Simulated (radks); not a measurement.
# Valence configurations of Bi²⁺

Aim: which of several valence configurations of Bi²⁺ lies lowest at this level, and whether it is the one NIST lists ([Hg] 6p1).

The numbers are computed with radks (a radial shooting solver on a logarithmic mesh, Libxc functionals) version 1 (non-relativistic Kohn-Sham, PBE, spin-polarised, spherical densities, point nucleus; open shells are filled with parallel spins first), except any that are marked as measured or tabulated.

## Step 1: What is computed

```
element       : bismuth (Z = 83)
charge        : +2
electrons     : 81
configuration : [Hg] 6p1
others tried  : [Xe] 4f12 5d10 6s2 6p3; [Xe] 4f12.5 5d9.5 6s2 6p3; [Xe] 4f13 5d9 6s2 6p3; [Xe] 4f14 5d9 6s2 6p2; [Xe] 4f14 5d8 6s2 6p3; [Xe] 4f13.5 5d9.5 6s1 6p3; [Xe] 4f12 5d9 6s2 6p4
```

Outer shells as boxes (Hund's rule):

Bi²⁺
```
[Hg] core
6p [↑ ][  ][  ]
```

## Step 2: [Hg] 6p1

Input:

```text
Z 83
configuration [Hg] 6p1
relativity non-relativistic
functional pbe,pbe
spin polarised
nucleus point
```

## Step 3: [Xe] 4f12 5d10 6s2 6p3

Input:

```text
Z 83
configuration [Xe] 4f12 5d10 6s2 6p3
relativity non-relativistic
functional pbe,pbe
spin polarised
nucleus point
```

## Step 4: [Xe] 4f12.5 5d9.5 6s2 6p3

Input:

```text
Z 83
configuration [Xe] 4f12.5 5d9.5 6s2 6p3
relativity non-relativistic
functional pbe,pbe
spin polarised
nucleus point
```

## Step 5: [Xe] 4f13 5d9 6s2 6p3

Input:

```text
Z 83
configuration [Xe] 4f13 5d9 6s2 6p3
relativity non-relativistic
functional pbe,pbe
spin polarised
nucleus point
```

## Step 6: [Xe] 4f14 5d9 6s2 6p2

Input:

```text
Z 83
configuration [Xe] 4f14 5d9 6s2 6p2
relativity non-relativistic
functional pbe,pbe
spin polarised
nucleus point
```

## Step 7: [Xe] 4f14 5d8 6s2 6p3

Input:

```text
Z 83
configuration [Xe] 4f14 5d8 6s2 6p3
relativity non-relativistic
functional pbe,pbe
spin polarised
nucleus point
```

## Step 8: [Xe] 4f13.5 5d9.5 6s1 6p3

Input:

```text
Z 83
configuration [Xe] 4f13.5 5d9.5 6s1 6p3
relativity non-relativistic
functional pbe,pbe
spin polarised
nucleus point
```

## Step 9: [Xe] 4f12 5d9 6s2 6p4

Input:

```text
Z 83
configuration [Xe] 4f12 5d9 6s2 6p4
relativity non-relativistic
functional pbe,pbe
spin polarised
nucleus point
```

Before running it: what results should come out? Wanted: for each run, valence; E − E(NIST configuration); moment; highest level; its energy; 1s shift.

As calculated:

```tsv
valence	E − E(NIST configuration) (eV)	moment (μB)	highest level	its energy (eV)	1s shift (eV)
[Hg] 6p1	0.000	1	6p up	-19.404	+0.00
[Xe] 4f14 5d9 6s2 6p2	29.865	3	6p up	-21.405	-7.18
[Xe] 4f14 5d8 6s2 6p3	62.469	5	6p up	-23.218	-14.36
[Xe] 4f13.5 5d9.5 6s1 6p3	109.70	5	6p up	-22.413	-16.11
[Xe] 4f13 5d9 6s2 6p3	215.51	5	6p up	-23.386	-30.71
[Xe] 4f12.5 5d9.5 6s2 6p3	296.45	5	6p up	-23.467	-39.02
[Xe] 4f12 5d10 6s2 6p3	380.38	5	6p up	-23.546	-47.42
[Xe] 4f12 5d9 6s2 6p4	423.05	5	6p down	-23.212	-55.16
```

**Reading.** Theory agrees with NIST among these: the next, [Xe] 4f14 5d9 6s2 6p2, lies 29.865 eV higher. The energies are those of spherical high-spin densities, not of single terms. Relativity is left out, which favours d and f over s occupation in heavy atoms. The 1s eigenvalue shifts by up to 55.16 eV as the valence charge is rearranged.
